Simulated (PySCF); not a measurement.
# Ways to converge the SCF of InI⁺

Aim: find out which solver settings change the answer for InI⁺.

Method: each script names its method and basis; program: PySCF 2.14.0.

3 further runs of the same task are left out: 1 for a known fault of the program, 2 that didn't finish.

**1. Starting geometry**

InI⁺: 2 atoms, charge 1, spin multiplicity 2.

Bond lengths: In1–I2 2.800 Å.

**2. The base run**

input.py

```python
from pyscf import gto, dft
from pyscf.geomopt.geometric_solver import optimize

mol = gto.M(
    atom='In 0 0 0; I 0 0 2.8',
    basis='lanl2dz',
    ecp={'In': 'lanl2dz', 'I': 'lanl2dz'},
    charge=1,
    spin=1,
    verbose=4,
)
mf = dft.UKS(mol, xc='tpssh')
mf.kernel()
g = mf.nuc_grad_method()
g.grid_response = True
mol_eq = optimize(g.as_scanner(), maxsteps=30)
print('optimised geometry (angstrom)')
print(mol_eq.tostring('raw'))
print('orbital energies (hartree):', [e[max(0, n-3):n+3].round(4) for e, n in zip(mf.mo_energy, mol.nelec)])
```

Run with:

```bash
$ OMP_NUM_THREADS=1 python input.py
```

The log of this run is left out.

It gives: at the starting geometry E(SCF) = -13.010617 Eh, 10 cycles, ⟨S²⟩ = 0.763, optimised bond 2.799 Å in 2 steps; the optimisation lowers the energy by 0.000 eV.

**3. Point-group symmetry on**

Run 1 changes point-group symmetry: off → on.

input.py

```python
from pyscf import gto, dft
from pyscf.geomopt.geometric_solver import optimize

mol = gto.M(
    atom='In 0 0 0; I 0 0 2.8',
    basis='lanl2dz',
    ecp={'In': 'lanl2dz', 'I': 'lanl2dz'},
    charge=1,
    spin=1,
    symmetry=True,
    verbose=4,
)
mf = dft.UKS(mol, xc='tpssh')
mf.kernel()
g = mf.nuc_grad_method()
g.grid_response = True
mol_eq = optimize(g.as_scanner(), maxsteps=30)
print('optimised geometry (angstrom)')
print(mol_eq.tostring('raw'))
print('orbital energies (hartree):', [e[max(0, n-3):n+3].round(4) for e, n in zip(mf.mo_energy, mol.nelec)])
```

Run with:

```bash
$ OMP_NUM_THREADS=1 python input.py
```

**4. Convergence threshold 1e-05 hartree**

Run 2 changes convergence threshold: default → 1e-05 hartree.

input.py: that of step 2 with these lines changed.

```diff
@@ -12,2 +12,3 @@
 mf = dft.UKS(mol, xc='tpssh')
+mf.conv_tol = 1e-05
 mf.kernel()
```

**5. Damping 0.2**

Run 3 changes damping: none → 0.2.

input.py: that of step 2 with these lines changed.

```diff
@@ -12,2 +12,4 @@
 mf = dft.UKS(mol, xc='tpssh')
+mf.damp = 0.2
+mf.diis_start_cycle = 8
 mf.kernel()
```

Q: Predict the outcome of this session. Wanted: for each run, E(SCF); from base; gap, α spin; after the SCF.

The runs gave:

```csv
run,E(SCF) (hartree),from base (eV),cycles,"gap, α spin (eV)",after the SCF
base,-13.010617,0,10,4.47,"bond 2.799 Å, 0.000 eV"
point-group symmetry on,-13.010617,0.0000,10,4.47,"bond 2.799 Å, 0.000 eV"
convergence threshold 1e-05 hartree,-13.010617,0.0000,7,4.47,"bond 2.799 Å, 0.000 eV"
damping 0.2,-13.010617,0.0000,18,4.47,"bond 2.799 Å, 0.000 eV"
```

SCF columns refer to the geometry typed in the script.

Distance from each run's final energy (log10 hartree) by cycle:

```csv
run,cycle 1,cycle 2,cycle 3,cycle 5,cycle 8,cycle 12
base,-0.8,-0.8,-1.6,-4.4,-8.9,done
point-group symmetry on,-0.8,-0.8,-1.6,-4.4,-8.9,done
convergence threshold 1e-05 hartree,-0.8,-0.8,-1.6,-4.4,done,done
damping 0.2,-0.8,-1.1,-0.4,0.3,-0.1,-3.3
```

No change of the SCF energy comes from point-group symmetry on or convergence threshold 1e-05 hartree or damping 0.2. The base needs 10 cycles and the run with damping 0.2 needs 18.
